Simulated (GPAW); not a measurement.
# One shape, several levels: PH3Te (SMILES P[TeH])

Wanted: a comparison of 5 runs (PBE/real-space grid, TPSS-D3(BJ)/real-space grid, BLYP/dzp, PBE/dzp) of PH3Te. 

The calculation is run with GPAW 26.7.0.

3 further runs of the same task are left out: 1 that didn't finish, 2 set aside as unsound or not needed.

**1. The molecule**

PH3Te: 5 atoms, total charge 0, spin state singlet. As SMILES, `P[TeH]`. The shape comes from GFN2-xTB, which is rough for such elements, and wasn't checked as a minimum. This is one conformer, not always the lowest.

Bond lengths: P1–Te2 2.433 Å, P1–H3 1.387 Å, P1–H4 1.387 Å, Te2–H5 1.639 Å. Angles: P1–Te2–H5 89.6°, Te2–P1–H3 96.0°, Te2–P1–H4 97.0°, H3–P1–H4 91.4°.

**2. Energy and one-electron properties at PBE/real-space grid (scalar-relativistic datasets) (run 1)**

run.py

```python
import numpy as np
from ase import Atoms
from ase.units import Debye
from gpaw import GPAW

# Geometry
atoms = Atoms(['P', 'Te', 'H', 'H', 'H'],
    positions=[[ -0.776600,  -0.469510,  -0.070090],
               [  1.220580,   0.911900,   0.081780],
               [ -0.781220,  -0.863840,   1.259270],
               [ -0.141710,  -1.642050,  -0.451940],
               [  0.478950,   2.063510,  -0.819010]])
atoms.center(vacuum=4.5)

# Ground state
dft = GPAW(mode='fd', h=0.18, xc='PBE', maxiter=150, txt='-')
atoms.calc = dft

energy = atoms.get_potential_energy()
print(f'Energy = {energy:.5f} eV')
forces = atoms.get_forces()
print('Forces (eV/Ang)')
for symbol, f in zip(atoms.symbols, forces):
    print(f'{symbol:2} {f[0]:9.4f} {f[1]:9.4f} {f[2]:9.4f}')
dipole = atoms.get_dipole_moment() / Debye
print(f'Dipole                  {np.linalg.norm(dipole):.3f} D')
homo, lumo = dft.get_homo_lumo()
print(f'HOMO = {homo:.3f} eV')
print(f'LUMO: {lumo:.3f} eV')
print(f'Gap                     {lumo - homo:.3f} eV')
```

Started as:

```
$ python3 -u run.py | tee run.out
```

Log:

```text
[...]
Number of symmetries: 1
[...]
  Number of IBZ points: 1
[...]
Spin-components: 1 (collinear spins)
Bands:           11
[...]
  Valence electrons: 14.0
[...]
  Grid points: [60 72 60]
  Charge: 0.0  # |e|
[...]
    cutoffs:
[...]
occupation numbers:
  # Zero width
[...]
xc functional:
  name: PBE with 2 nearest neighbor stencil
[...]
|iter     |     time |      energy | eigst |  dens |
[...]
|iter:   1| 00:00:09 |  -18.785240 | +1.05 |       |
[...]
|iter:  14| 00:00:55 |  -18.023892c| -7.64c| -5.92c|
Converged in 14 steps
[...]
Energy contributions relative to reference atoms: (reference = -194131.067579)
Energy contributions:
  Kinetic:          30.433782
  Coulomb:         -31.979792
  Zero:              0.101296
  External:          0.000000
  Xc:              -16.579178
  Entropy:           0.000000
  Spinorbit:         0.000000
  ----------------------------
  Free energy:     -18.023892
  Extrapolated:    -18.023892
dipole moment: (0.016905, -0.093674, 0.045921)  # |e|*Ang
Fermi level: -3.775
Eigenvalues  # (at kpt = [0.000, 0.000, 0.000])
| band index |      eig [eV] | occ [0-2] |
|------------|---------------|-----------|
|          0 |       -17.138 |     2.000 |
|          1 |       -14.802 |     2.000 |
|          2 |        -9.827 |     2.000 |
|          3 |        -9.065 |     2.000 |
|          4 |        -8.605 |     2.000 |
|          5 |        -6.603 |     2.000 |
|          6 |        -5.527 |     2.000 |
|          7 |        -2.022 |     0.000 |
|          8 |        -1.198 |     0.000 |
|          9 |        -0.520 |     0.000 |
|         10 |        -0.405 |     0.000 |
Gap: 3.504 eV
Transition (v -> c):
[...]
Forces (eV/Ang)
P    -0.9170    0.6147   -0.6141
Te    0.7646   -0.0655    0.3221
H    -0.0571   -0.2357    0.9620
H     0.4497   -0.8146   -0.3458
H    -0.2301    0.4976   -0.3436
Dipole                  0.508 D
HOMO = -5.527 eV
LUMO: -2.022 eV
Gap                     3.504 eV
```

Wall time 56 s (1 thread of Intel Xeon at 2.50GHz (Skylake/Cascade Lake), shared host); peak memory 0.59 GiB.

**3. Energy and one-electron properties at TPSS-D3(BJ)/real-space grid (scalar-relativistic datasets) (run 2)**

gs.sdf

```

     RDKit          3D

  5  4  0  0  0  0  0  0  0  0999 V2000
   -0.7766   -0.4695   -0.0701 P   0  0  0  0  0  0  0  0  0  0  0  0
    1.2206    0.9119    0.0818 Te  0  0  0  0  0  2  0  0  0  0  0  0
   -0.7812   -0.8638    1.2593 H   0  0  0  0  0  0  0  0  0  0  0  0
   -0.1417   -1.6421   -0.4519 H   0  0  0  0  0  0  0  0  0  0  0  0
    0.4789    2.0635   -0.8190 H   0  0  0  0  0  0  0  0  0  0  0  0
  2  1  1  0
  3  1  1  0
  4  1  1  0
  5  2  1  0
M  END
$$$$
```

run.py

```python
import numpy as np
from ase.calculators.mixing import SumCalculator
from ase.io import read
from ase.units import Debye
from dftd3.ase import DFTD3
from gpaw import GPAW

system = read('gs.sdf')
system.center(vacuum=4.5)

dft = GPAW(mode='fd',
           h=0.16,
           xc='TPSS',
           mixer={'name': 'pulay', 'beta': 0.1, 'nmaxold': 5, 'weight': 1.0},
           convergence={'eigenstates': 1e-06},
           maxiter=100,
           txt='-')
system.calc = SumCalculator([DFTD3(method='TPSS', damping='d3bj'), dft])

energy = system.get_potential_energy()
print(f'Energy                  {energy:.5f} eV')
forces = system.get_forces()
print('Forces (eV/Ang)')
for symbol, f in zip(system.symbols, forces):
    print(f'{symbol:2} {f[0]:9.4f} {f[1]:9.4f} {f[2]:9.4f}')
dipole = dft.get_dipole_moment(system) / Debye
print(f'Dipole                  {np.linalg.norm(dipole):.3f} D')
homo, lumo = dft.get_homo_lumo()
print(f'HOMO = {homo:.3f} eV')
print(f'LUMO = {lumo:.3f} eV')
print(f'Gap: {lumo - homo:.3f} eV')
```

Started as:

```
$ python3 -u run.py | tee run.out
```

Log:

```text
[...]
Number of symmetries: 1
[...]
  Number of IBZ points: 1
[...]
Spin-components: 1 (collinear spins)
Bands:           11
[...]
  Valence electrons: 14.0
[...]
  Grid points: [68 80 68]
  Charge: 0.0  # |e|
[...]
    cutoffs:
[...]
occupation numbers:
  # Zero width
[...]
xc functional:
  name: TPSS with 2 nearest neighbor stencil
[...]
|iter     |     time |      energy | eigst |  dens |
[...]
|iter:   1| 00:00:19 |  -20.479040 | +1.37 |       |
[...]
|iter:  17| 00:03:55 |  -28.474665c| -6.14c| -4.39c|
Converged in 17 steps
[...]
Energy contributions relative to reference atoms: (reference = -194131.067579)
Energy contributions:
  Kinetic:          24.255949
  Coulomb:         -25.834442
  Zero:              0.114122
  External:          0.000000
  Xc:              -27.010294
  Entropy:           0.000000
  Spinorbit:         0.000000
  ----------------------------
  Free energy:     -28.474665
  Extrapolated:    -28.474665
dipole moment: (0.014501, -0.100929, 0.048425)  # |e|*Ang
Fermi level: -3.768
Eigenvalues  # (at kpt = [0.000, 0.000, 0.000])
| band index |      eig [eV] | occ [0-2] |
|------------|---------------|-----------|
|          0 |       -17.367 |     2.000 |
|          1 |       -15.008 |     2.000 |
|          2 |       -10.075 |     2.000 |
|          3 |        -9.216 |     2.000 |
|          4 |        -8.727 |     2.000 |
|          5 |        -6.702 |     2.000 |
|          6 |        -5.620 |     2.000 |
|          7 |        -1.916 |     0.000 |
|          8 |        -1.029 |     0.000 |
|          9 |        -0.382 |     0.000 |
|         10 |        -0.240 |     0.000 |
Gap: 3.704 eV
Transition (v -> c):
[...]
Forces (eV/Ang)
P    -0.7543    0.3087   -0.4256
Te    0.6692   -0.0206    0.2718
H    -0.0694   -0.1377    0.7247
H     0.3320   -0.5950   -0.3148
H    -0.1757    0.4242   -0.2879
Dipole                  0.542 D
HOMO = -5.620 eV
LUMO = -1.916 eV
Gap: 3.704 eV
```

Run time: 3.9 min. Hardware: 1 thread of Intel Xeon at 2.50GHz (Skylake/Cascade Lake), shared host; peak memory 0.82 GiB.

Runs 3 to 4 aren't shown in full; the table further down has their settings and results.

**4. The solvation energy at PBE/dzp (scalar-relativistic datasets, Held-Walter continuum water) (run 5)**

run.py

```python
import numpy as np
from ase.io.zmatrix import parse_zmatrix
from ase.units import Debye, kcal, mol
from gpaw import GPAW
from gpaw.solvation import SolvationGPAW, get_HW14_water_kwargs

system = parse_zmatrix("""
P
Te 1 2.433123
H 1 1.38662 2 95.9899
H 1 1.386991 3 91.43555 2 97.1666
H 2 1.639403 1 89.61036 3 -136.86474
""")
system.center(vacuum=5.0)

dft = GPAW(mode='lcao',
           basis='dzp',
           h=0.22,
           xc='PBE',
           maxiter=100,
           legacy_gpaw=True,
           txt='-')
system.calc = dft
e_gas = system.get_potential_energy()
mu_gas = np.linalg.norm(system.get_dipole_moment()) / Debye

solvent = get_HW14_water_kwargs()
dft = SolvationGPAW(mode='lcao',
                    basis='dzp',
                    h=0.22,
                    xc='PBE',
                    maxiter=100,
                    txt='-',
                    **solvent)
system.calc = dft
e_sol = system.get_potential_energy()
mu_sol = np.linalg.norm(system.get_dipole_moment()) / Debye
dg = (e_sol - e_gas) / (kcal / mol)
print(f'Solvation free energy: {dg:.2f} kcal/mol')
print(f'Dipole {mu_gas:.3f} D in gas, {mu_sol:.3f} D in solution')
```

Started as:

```
$ OMP_NUM_THREADS=1 python run.py
```

Log:

```text
[...]
    cutoffs:
[...]
  Total Charge: 0.000000
[...]
Number of atoms: 5
[...]
Number of bands in calculation: 11
Number of valence electrons: 14
[...]
iter:   1 hh:mm:ss   -17.524959        c
[...]
Converged after 8 iterations.
Dipole moment: (-0.018149, 0.048864, 0.055322) |e|*Ang
[...]
Fermi level: -3.30974
[...]
      Finite-difference x-derivative with O(h^6) error (6 points)
      Finite-difference y-derivative with O(h^6) error (6 points)
      Finite-difference z-derivative with O(h^6) error (6 points)
    Max iterations: 1000
[...]
iter:   9 hh:mm:ss   -16.982428c       c -4.22c
Converged after 9 iterations.
Dipole moment: (-0.044593, 0.061367, 0.071165) |e|*Ang
Energy contributions relative to reference atoms: (reference = -194131.067579)
Kinetic:        +33.722074
Potential:      -33.680452
External:        +0.000000
XC:             -17.103292
Entropy (-ST):   +0.000000
Local:           -0.053734
Interactions
 surf:           +0.132976
--------------------------
Free energy:    -16.982428
Extrapolated:   -16.982428
Solvation cavity surface area: 115.78859
[...]
 Band  Eigenvalues  Occupancy
    0    -16.65437    2.00000
    1    -14.27585    2.00000
    2     -9.25404    2.00000
    3     -8.52481    2.00000
    4     -8.08360    2.00000
    5     -6.08308    2.00000
    6     -5.04696    2.00000
    7     -1.22284    0.00000
    8      0.11788    0.00000
    9      0.73227    0.00000
   10      1.66888    0.00000
Fermi level: -3.13490
Gap: 3.824 eV
Transition (v -> c):
  (s=0, k=0, n=6, [0.00, 0.00, 0.00]) -> (s=0, k=0, n=7, [0.00, 0.00, 0.00])
No difference between direct/indirect transitions
Solvation free energy: -0.56 kcal/mol
Dipole 0.365 D in gas, 0.500 D in solution
```

It took 90 s on 1 thread of Intel Xeon at 2.50GHz (Skylake/Cascade Lake), shared host; peak memory 0.63 GiB.

**5. Overview of the runs**

```csv
run,level,grid spacing,iteration cap,energy (Eh),dipole moment (D),HOMO energy (eV),LUMO energy (eV),wall time
1,PBE/real-space grid (scalar-relativistic datasets),0.18,150,-7134.847513,0.51,-5.53,-2.02,56 s
2,TPSS-D3(BJ)/real-space grid (scalar-relativistic datasets),0.16,100,-7135.236856,0.54,-5.62,-1.92,3.9 min
3,BLYP/dzp (scalar-relativistic datasets),0.2,120,-7135.609234,0.36,-4.91,-1.35,60 s
4,PBE/dzp (scalar-relativistic datasets),0.18,150,-7134.812636,0.37,-5.13,-1.50,31 s
5,"PBE/dzp (scalar-relativistic datasets, Held-Walter continuum water)",0.22,100,-7134.809240,0.50,-5.05,-1.22,90 s
```

**6. Outcome**

| quantity | value |
| --- | --- |
| run 5: energy as printed (from the program's reference atoms) | -16.9824 eV |
| run 5: dipole moment | 0.50 D |
| run 5: HOMO energy | -5.05 eV |
| run 5: LUMO energy | -1.22 eV |
| run 5: HOMO–LUMO gap | 3.82 eV |

The dipole moment (its size) runs from 0.36 D (BLYP/dzp) to 0.54 D (TPSS-D3(BJ)/real-space grid). The two ends differ in method and basis. The HOMO–LUMO gap runs from 3.50 eV (PBE/real-space grid) to 3.82 eV (PBE/dzp). The two ends differ in basis and solvent. Totals of different functionals can't be ranked against each other. All runs together took 7.9 min, the longest 3.9 min.
